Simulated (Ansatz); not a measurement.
# AlAsH₃+ (singlet): from Hartree-Fock to the top rungs, cc-pVDZ

An exercise on one series of results from a longer session: the logs are not shown, and one member is left open.

The runs use Ansatz 0.2.0, Gaussian basis; cc-pVDZ, core rule «outside noble gas», up to 19 orbitals frozen.

Plan: UHF; CCSD(T) on RHF; CCSD(T) on UHF; BCCD(T) on RHF; CISD; CCSDT(Q) on RHF; CCSDT(Q) on UHF.

18 further runs of the same task are left out: 7 that didn't finish, 11 set aside as unsound or not needed. Runs told in other sessions of the task aren't counted.

## The system

The geometry is a PBE0/def2-TZVP stationary point (not a proven minimum) of the parent state, kept for this charge and spin. No spin-orbit coupling is included. The filled d shell of As may be among the frozen orbitals whatever the setting's name suggests.

5 atoms, charge 1, spin multiplicity 1.

Atoms are counted from 1 here; the program's logs count them from 0.

Bond lengths: Al1–As2 2.457 Å, Al1–H3 1.608 Å, As2–H4 1.527 Å, As2–H5 1.521 Å. Angles: As2–Al1–H3 115.1°, Al1–As2–H4 88.1°, Al1–As2–H5 93.5°, H4–As2–H5 92.9°.

Geometry (Å):

```
Al    0.0310   -0.1318    1.7902
As   -0.0369    0.0362   -0.6598
H    -0.0461    1.2703    2.5728
H     1.2571    0.8436   -0.5890
H     0.7028   -1.2772   -0.8626
```

The first run:

The input, in.yaml:

```yaml
crystal:
  periodic: [false, false, false]
  atoms:
    - {symbol: Al, position_ang: [0.030968, -0.131818, 1.790177]}
    - {symbol: As, position_ang: [-0.036900, 0.036215, -0.659781]}
    - {symbol: H, position_ang: [-0.046103, 1.270326, 2.572815]}
    - {symbol: H, position_ang: [1.257138, 0.843580, -0.588998]}
    - {symbol: H, position_ang: [0.702801, -1.277219, -0.862641]}
basis:
  gaussian: {orbitals: cc-pVDZ}
total_charge: 1
magnetization: {spin_polarized: true, initial_magnetization: 0}
hamiltonian: {xc: hf}
output: {orbitals: {seedname: orbitals}}
```

Started as:

```console
ansatz run in.yaml --threads 1 --pin off --events-out ev --progress --plain --max-ram 2393MiB
```

Among the steps run: UHF; CCSD(T) on RHF; CCSD(T) on UHF; BCCD(T) on RHF; CISD; CCSDT(Q) on RHF; CCSDT(Q) on UHF.

One table of the session follows, with a row left open; its other results are not shown here.

It belongs to the step «Misses and costs». 

```
   method  from RCCSDT(Q) (kcal/mol)
      RHF                    +128.69
      UHF                    +128.06
     RMP2                     +27.71
     CISD                     +15.28
    RCCSD                          ?
 RCCSD(T)                      +1.00
  BCCD(T)                      +1.02
   RCCSDT                      +0.27
RCCSDT(Q)                          0
```

**Question.** Estimate the row for RCCSD.

**Answer.** from RCCSDT(Q) (kcal/mol): +5.04. In the column «from RCCSDT(Q) (kcal/mol)» it lies between BCCD(T) (+1.02) and CISD (+15.28).

Not comparable, so not listed: CCSD(T) on UHF; CCSDT(Q) on UHF (they don't share determinant, frozen orbitals or solution with the rows shown, or repeat one).

Limits of these values: Warnings: restricted reference is unstable; spin contamination; large T1 diagnostic.
